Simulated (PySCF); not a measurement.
# C3H5NOSeSi: runs on many settings, part 2 of 2

PySCF 2.14.0. Atoms count from 0.

## (4) J couplings: HCTH407/def2-SVP

Job settings and geometry (Å):

```
{"job": {"kind": "j", "xc": "HCTH407", "basis": "def2-SVP", "scf": {"aux": "def2-qzvpp-jkfit"}}, "charge": 0, "multiplicity": 1}
Si    -2.107609    -0.521034    -0.034161
O     -0.761565     0.171422    -0.642815
C      0.496195     0.237907    -0.196033
C      1.512437     0.916318    -0.926793
N      2.713106     0.940688    -0.432709
Se     2.779605     0.071103     1.116033
C      0.984066    -0.301994     0.964876
H     -3.033017    -0.153485    -1.090317
H     -2.425557     0.056299     1.273116
H     -1.910368    -1.963866     0.117164
H      1.324902     1.406871    -1.868259
H      0.429004    -0.860915     1.693872
```

With the program's defaults for keys left out, this is: HCTH407/def2-SVP indirect spin-spin coupling, non-relativistic, gas phase.

Standard output:

```text
final grid: 107688 points
cycle   1  E = -2938.9301477497  dE =  2.085e-01  |g| = 7.588e-01  |ddm| = 4.142e+00
cycle   2  E = -2938.3497550905  dE =  5.804e-01  |g| = 1.746e+00  |ddm| = 2.794e+00
cycle   3  E = -2939.0245854770  dE = -6.748e-01  |g| = 3.186e-01  |ddm| = 2.349e+00
cycle   4  E = -2939.0453510144  dE = -2.077e-02  |g| = 1.741e-01  |ddm| = 5.330e-01
cycle   5  E = -2939.0527196751  dE = -7.369e-03  |g| = 6.849e-02  |ddm| = 2.429e-01
cycle   6  E = -2939.0536854634  dE = -9.658e-04  |g| = 3.243e-02  |ddm| = 9.631e-02
cycle   7  E = -2939.0539188602  dE = -2.334e-04  |g| = 8.254e-03  |ddm| = 3.242e-02
cycle   8  E = -2939.0539349260  dE = -1.607e-05  |g| = 2.980e-03  |ddm| = 1.154e-02
cycle   9  E = -2939.0539372639  dE = -2.338e-06  |g| = 6.417e-04  |ddm| = 4.018e-03
cycle  10  E = -2939.0539373523  dE = -8.838e-08  |g| = 2.816e-04  |ddm| = 9.861e-04
cycle  11  E = -2939.0539373689  dE = -1.661e-08  |g| = 1.383e-04  |ddm| = 3.975e-04
cycle  12  E = -2939.0539373729  dE = -3.969e-09  |g| = 1.128e-05  |ddm| = 1.415e-04
cycle  13  E = -2939.0539373729  dE = -2.819e-11  |g| = 1.986e-06  |ddm| = 2.146e-05
converged SCF energy = -2939.0539373729

Indirect spin-spin couplings (Hz)
  i      j    bonds     total        FC       PSO       DSO        SD
  0 Si   1 O    1     -7.665    -3.725    -4.238     0.061     0.236
  0 Si   2 C    2      4.932     4.714     0.225     0.033    -0.040
  0 Si   3 C    3     -5.085    -4.807    -0.207     0.045    -0.115
  0 Si   6 C    3     -3.761    -3.690    -0.003    -0.030    -0.038
  0 Si   7 H    1   -234.635  -234.911     1.034    -0.271    -0.488
  0 Si   8 H    1   -207.785  -207.950     0.885    -0.279    -0.441
  0 Si   9 H    1   -207.725  -207.891     0.886    -0.279    -0.440
  0 Si  10 H    4      0.468     0.534    -0.193     0.183    -0.056
  1 O    2 C    1     11.430     9.364     2.274    -0.208         -
  1 O    3 C    2    -22.353   -22.810     0.488    -0.031         -
  1 O    4 N    3     -1.385    -1.255    -0.033    -0.011    -0.085
  1 O    6 C    2      1.146    -0.108     1.276    -0.022         -
  1 O    7 H    2    -16.444   -16.451     0.007    -0.000         -
  1 O    8 H    2     -3.251    -3.371    -0.018     0.138         -
  1 O    9 H    2     -3.236    -3.356    -0.019     0.139         -
  1 O   10 H    3     -0.190    -0.192     0.094    -0.092         -
  1 O   11 H    3     -1.151    -1.313     0.189    -0.026         -
  2 C    3 C    1    144.850   148.587    -4.145     0.408         -
  2 C    4 N    2      7.044     6.760     0.032    -0.030     0.282
  2 C    6 C    1    175.672   181.476    -6.237     0.433         -
  2 C    7 H    3      6.884     7.165     0.115    -0.396         -
  2 C    8 H    3     -0.161    -0.082    -0.068    -0.011         -
  2 C    9 H    3     -0.165    -0.086    -0.067    -0.011         -
  2 C   10 H    2      8.606     9.152    -0.519    -0.026         -
  2 C   11 H    2     -0.784     0.229    -0.968    -0.046         -
  3 C    4 N    1    -15.428   -20.075     5.616    -0.141    -0.828
  3 C    6 C    2     21.496    21.770    -0.365     0.091         -
  3 C    7 H    4     -0.459    -0.401     0.085    -0.143         -
  3 C   10 H    1    228.507   227.561    -0.319     1.265         -
  3 C   11 H    3      7.580     7.888     0.143    -0.451         -
  4 N    6 C    2     -8.471    -9.380     1.641    -0.002    -0.730
  4 N   10 H    2    -16.701   -17.673     0.924     0.049    -0.001
  4 N   11 H    3      2.621     2.114     0.238     0.275    -0.005
  6 C    7 H    4     -0.592    -0.430     0.108    -0.269         -
  6 C    8 H    4      0.938     0.759    -0.068     0.247         -
  6 C    9 H    4      0.937     0.758    -0.068     0.247         -
  6 C   10 H    3      3.332     3.548     0.204    -0.420         -
  6 C   11 H    1    232.263   231.023    -0.257     1.496         -
  7 H    8 H    2      3.679     5.553     0.544    -2.417         -
  7 H    9 H    2      3.684     5.553     0.543    -2.413         -
  7 H   11 H    5     -0.810     0.075     0.393    -1.277         -
  8 H    9 H    2      6.744     8.184     0.456    -1.897         -
  8 H   10 H    5     -0.362     0.000     0.523    -0.885         -
  8 H   11 H    5      0.954     0.145    -0.664     1.472         -
  9 H   10 H    5     -0.363    -0.000     0.523    -0.885         -
  9 H   11 H    5      0.960     0.153    -0.662     1.469         -
 10 H   11 H    4     -0.522     0.219     1.330    -2.071         -
```

Run time: 30 s. Hardware: 1 thread of Arm Neoverse V1, shared host.

This basis has no tight s functions, so the Fermi-contact terms are rough.

Couplings of 1 Hz or more over one to four bonds, nine at most for each number, with means over like pairs (isotopes 13C, 1H, 15N, 17O, 29Si):

| pair | bonds | J (Hz) | Fermi contact (Hz) | dihedral (°) |
| --- | --- | --- | --- | --- |
| C6–H11 | 1 | 232.3 | 231.0 | – |
| C3–H10 | 1 | 228.5 | 227.6 | – |
| Si0–H7 | 1 | -216.7 | -216.9 | – |
| C2–C6 | 1 | 175.7 | 181.5 | – |
| C2–C3 | 1 | 144.8 | 148.6 | – |
| C3–N4 | 1 | -15.4 | -20.1 | – |
| O1–C2 | 1 | 11.4 | 9.4 | – |
| Si0–O1 | 1 | -7.7 | -3.7 | – |
| O1–C3 | 2 | -22.4 | -22.8 | – |
| C3–C6 | 2 | 21.5 | 21.8 | – |
| N4–H10 | 2 | -16.7 | -17.7 | – |
| C2–H10 | 2 | 8.6 | 9.2 | – |
| N4–C6 | 2 | -8.5 | -9.4 | – |
| O1–H7 | 2 | -7.6 | -7.7 | – |
| C2–N4 | 2 | 7.0 | 6.8 | – |
| Si0–C2 | 2 | 4.9 | 4.7 | – |
| H7–H8 | 2 | 4.7 | 6.4 | – |
| C3–H11 | 3 | 7.6 | 7.9 | 180 |
| Si0–C3 | 3 | -5.1 | -4.8 | -180 |
| Si0–C6 | 3 | -3.8 | -3.7 | 0 |
| C6–H10 | 3 | 3.3 | 3.5 | 180 |
| N4–H11 | 3 | 2.6 | 2.1 | -180 |
| C2–H7 | 3 | 2.2 | 2.3 | – |
| O1–N4 | 3 | -1.4 | -1.3 | -180 |
| O1–H11 | 3 | -1.2 | -1.3 | 0 |

Means hide unlike values in this fixed geometry: O1–H7 from -16.4 to -3.2 Hz; C2–H7 from -0.2 to 6.9 Hz. They hold only if the pairs exchange fast.

The spin-dipole term was solved for some atoms only; pairs without it lack that part.

The response was solved for the nuclei of C, H, N, Si alone, so couplings that need other nuclei can be missing.

Quadrupole couplings from the field gradients of the same density:

| atom | isotope | eQq/h (MHz) | η |
| --- | --- | --- | --- |
| O1 | 17O | -9.348 | 0.12 |
| N4 | 14N | -3.820 | 0.41 |

Shifts (HF/pcSseg-1, unscaled) and these couplings together give the proton spectrum at 400 MHz below.

1H NMR δ 8.93 (s, 1H), 8.46 (s, 1H), 4.63 (s, 3H).

## (5) NMR shieldings: PBE0/aug-pcSseg-1

Job settings and geometry (Å):

```
{"job": {"kind": "nmr", "xc": "PBE0", "basis": "aug-pcSseg-1", "pop": false, "scf": {"aux": "cc-pvdz-ri", "max_cycle": 69}}, "charge": 0, "multiplicity": 1}
Si    -2.170837    -0.536665    -0.035186
O     -0.784412     0.176565    -0.662099
C      0.511081     0.245044    -0.201914
C      1.557810     0.943808    -0.954597
N      2.794499     0.968909    -0.445690
Se     2.862993     0.073236     1.149514
C      1.013588    -0.311054     0.993822
H     -3.124008    -0.158090    -1.123027
H     -2.498324     0.057988     1.311309
H     -1.967679    -2.022782     0.120679
H      1.364649     1.449077    -1.924307
H      0.441874    -0.886742     1.744688
```

With the program's defaults for keys left out, this is: GIAO PBE0/aug-pcSseg-1 NMR shielding, non-relativistic, gas phase.

Standard output:

```text
final grid: 107688 points
cycle   1  E = -2940.0755057438  dE = -2.370e-01  |g| = 1.002e+00  |ddm| = 7.353e+00
cycle   2  E = -2939.8934848875  dE =  1.820e-01  |g| = 1.256e+00  |ddm| = 2.955e+00
cycle   3  E = -2940.1338833524  dE = -2.404e-01  |g| = 3.884e-01  |ddm| = 2.769e+00
cycle   4  E = -2940.1621328668  dE = -2.825e-02  |g| = 1.507e-01  |ddm| = 8.593e-01
cycle   5  E = -2940.1672935332  dE = -5.161e-03  |g| = 4.946e-02  |ddm| = 3.482e-01
cycle   6  E = -2940.1677829597  dE = -4.894e-04  |g| = 1.632e-02  |ddm| = 1.001e-01
cycle   7  E = -2940.1678377158  dE = -5.476e-05  |g| = 5.560e-03  |ddm| = 3.812e-02
cycle   8  E = -2940.1678439534  dE = -6.238e-06  |g| = 1.273e-03  |ddm| = 1.082e-02
cycle   9  E = -2940.1678443593  dE = -4.059e-07  |g| = 3.932e-04  |ddm| = 2.939e-03
cycle  10  E = -2940.1678444025  dE = -4.319e-08  |g| = 1.317e-04  |ddm| = 1.149e-03
cycle  11  E = -2940.1678444068  dE = -4.344e-09  |g| = 5.187e-05  |ddm| = 4.633e-04
cycle  12  E = -2940.1678444075  dE = -7.049e-10  |g| = 1.490e-05  |ddm| = 1.492e-04
converged SCF energy = -2940.1678444075

GIAO shielding tensors (ppm)
atom      isotropic    diamagn.    paramagn.     s11        s22        s33       span
  0 Si     379.205     876.610    -497.405    340.316    344.867    452.434    112.118
  1 O      241.023     370.142    -129.119    132.098    266.748    324.224    192.126
  2 C       18.458     205.664    -187.206    -52.552     36.562     71.365    123.917
  3 C       13.743     245.907    -232.164    -76.573     12.455    105.346    181.919
  4 N     -141.804     295.451    -437.254   -411.956   -216.869    203.413    615.369
  5 Se     715.288    2997.691   -2282.402    -14.984    999.994   1160.854   1175.838
  6 C       33.897     232.743    -198.846    -57.140     20.230    138.602    195.741
  7 H       25.862      28.345      -2.484     22.100     24.704     30.781      8.681
  8 H       25.720      27.517      -1.797     23.020     24.158     29.982      6.962
  9 H       25.720      27.515      -1.795     23.020     24.158     29.982      6.961
 10 H       22.177      22.203      -0.026     19.573     22.243     24.714      5.141
 11 H       22.782      25.793      -3.011     20.270     20.938     27.136      6.866
```

It took 40 s on 1 thread of Arm Neoverse V1, shared host; peak memory 0.89 GiB.

The run ended normally, but its values are not to be used for the molecule: all coordinates were scaled by 1.03; the fitting basis cc-pvdz-ri is not made for Coulomb and exchange fitting here. Its HOMO lies at -6.74 eV, against -6.77 eV in step 3 (PBE0/pcSseg-1), a different level, so the two don't compare directly.

## (6) Shielding tensors: PBE0/pcSseg-1

Job settings and geometry (Å):

```
{"job": {"kind": "nmr", "xc": "PBE0", "basis": "pcSseg-1", "pop": true, "scf": {"guess": "sap"}}, "charge": 0, "multiplicity": 1}
Si    -2.107609    -0.521034    -0.034161
O     -0.761565     0.171422    -0.642815
C      0.496195     0.237907    -0.196033
C      1.512437     0.916318    -0.926793
N      2.713106     0.940688    -0.432709
Se     2.779605     0.071103     1.116033
C      0.984066    -0.301994     0.964876
H     -3.033017    -0.153485    -1.090317
H     -2.425557     0.056299     1.273116
H     -1.910368    -1.963866     0.117164
H      1.324902     1.406871    -1.868259
H      0.429004    -0.860915     1.693872
```

Level: GIAO PBE0/pcSseg-1 NMR shielding, non-relativistic, gas phase.

Standard output:

```text
final grid: 107688 points
cycle   1  E = -2893.0438887396  dE =  4.013e+01  |g| = 9.603e+00  |ddm| = 2.424e+01
cycle   2  E = -2665.1730245692  dE =  2.279e+02  |g| = 2.873e+01  |ddm| = 3.212e+01
cycle   3  E = -2789.6754675528  dE = -1.245e+02  |g| = 2.146e+01  |ddm| = 2.092e+01
cycle   4  E = -2901.0976527906  dE = -1.114e+02  |g| = 1.141e+01  |ddm| = 1.541e+01
cycle   5  E = -2928.7774378873  dE = -2.768e+01  |g| = 4.875e+00  |ddm| = 1.119e+01
cycle   6  E = -2930.2033422206  dE = -1.426e+00  |g| = 4.199e+00  |ddm| = 9.502e+00
cycle   7  E = -2935.1381218256  dE = -4.935e+00  |g| = 2.715e+00  |ddm| = 7.723e+00
cycle   8  E = -2937.1542507069  dE = -2.016e+00  |g| = 8.538e-01  |ddm| = 2.879e+00
cycle   9  E = -2937.3087174262  dE = -1.545e-01  |g| = 3.998e-01  |ddm| = 9.536e-01
cycle  10  E = -2937.3250304119  dE = -1.631e-02  |g| = 3.398e-01  |ddm| = 6.674e-01
cycle  11  E = -2937.3530115372  dE = -2.798e-02  |g| = 3.561e-02  |ddm| = 2.681e-01
cycle  12  E = -2937.3533715183  dE = -3.600e-04  |g| = 1.379e-02  |ddm| = 5.182e-02
cycle  13  E = -2937.3534068189  dE = -3.530e-05  |g| = 6.116e-03  |ddm| = 1.634e-02
cycle  14  E = -2937.3534137285  dE = -6.910e-06  |g| = 2.131e-03  |ddm| = 6.004e-03
cycle  15  E = -2937.3534146981  dE = -9.696e-07  |g| = 4.655e-04  |ddm| = 1.902e-03
cycle  16  E = -2937.3534147522  dE = -5.406e-08  |g| = 2.043e-04  |ddm| = 6.649e-04
cycle  17  E = -2937.3534147627  dE = -1.046e-08  |g| = 8.577e-05  |ddm| = 2.991e-04
cycle  18  E = -2937.3534147642  dE = -1.561e-09  |g| = 2.513e-05  |ddm| = 8.736e-05
cycle  19  E = -2937.3534147644  dE = -1.473e-10  |g| = 8.229e-06  |ddm| = 2.581e-05
converged SCF energy = -2937.3534147644

GIAO shielding tensors (ppm)
atom      isotropic    diamagn.    paramagn.     s11        s22        s33       span
  0 Si     388.138     880.105    -491.967    348.871    352.812    462.730    113.858
  1 O      262.074     397.471    -135.397    150.778    275.481    359.962    209.185
  2 C       29.864     247.184    -217.320    -36.186     44.296     81.483    117.669
  3 C       27.071     249.118    -222.047    -53.256     21.001    113.467    166.723
  4 N     -105.610     328.006    -433.617   -380.309   -175.657    239.136    619.445
  5 Se     849.462    2997.045   -2147.583    226.307   1030.008   1292.070   1065.762
  6 C       52.245     257.568    -205.323    -31.273     37.478    150.530    181.803
  7 H       26.640      29.185      -2.545     22.512     25.358     32.051      9.539
  8 H       26.526      29.657      -3.131     23.568     24.868     31.142      7.574
  9 H       26.526      29.654      -3.128     23.568     24.867     31.142      7.574
 10 H       23.141      28.660      -5.519     19.785     24.310     25.328      5.544
 11 H       24.056      32.371      -8.315     21.708     22.407     28.053      6.345
```

Run time: 37 s. Hardware: 1 thread of Arm Neoverse V1, shared host; peak memory 0.87 GiB.

Key values: δ C3 159.9, C2 157.1, C6 134.7, Si0 -39.0, H10 8.58, H11 7.66 ppm.

## (7) Summary of results

This closing draws on all 2 parts.

| quantity | value |
| --- | --- |
| 13C shifts against TMS (HF/pcSseg-1, acetonitrile) | 171.6, 154.6, 144.8 ppm |
| 1H shifts against TMS (HF/pcSseg-1, acetonitrile, means over atoms taken as alike) | 8.93, 8.46, 4.63 ppm |
| 29Si shifts against TMS (HF/pcSseg-1, acetonitrile) | -36.9 ppm |
| shieldings of O, N, Se (HF/pcSseg-1, acetonitrile) | O1 290.7, N4 -104.5, Se5 1037.6 ppm |
| largest coupling of the table (HCTH407/def2-SVP) | 1J(C,H) C6–H11, 232.3 Hz |
| property runs in this session | 5, of which 0 failed and 1 gave unsound results |

What this shows: Single values in the summary come from the first sound run of each kind (HF/pcSseg-1; HCTH407/def2-SVP), which need not be the best level. At HF/pcSseg-1: Shielding is most anisotropic at Se5 (span 1305 ppm, paramagnetic term -1958 ppm). NICS(1)zz of -24 ppm above the planar ring from C2 marks a diatropic (aromatic) ring current. Of the pairs tabulated at HCTH407/def2-SVP, C6–H11 couples most strongly (232.3 Hz; Fermi contact 231.0 Hz). Couplings across rotatable bonds belong to this one conformer; where others are populated, the observed values are averages. Spin-orbit coupling is left out, which matters for shieldings and couplings at and beside the heavy atoms. Couplings from bases without tight functions are rough.
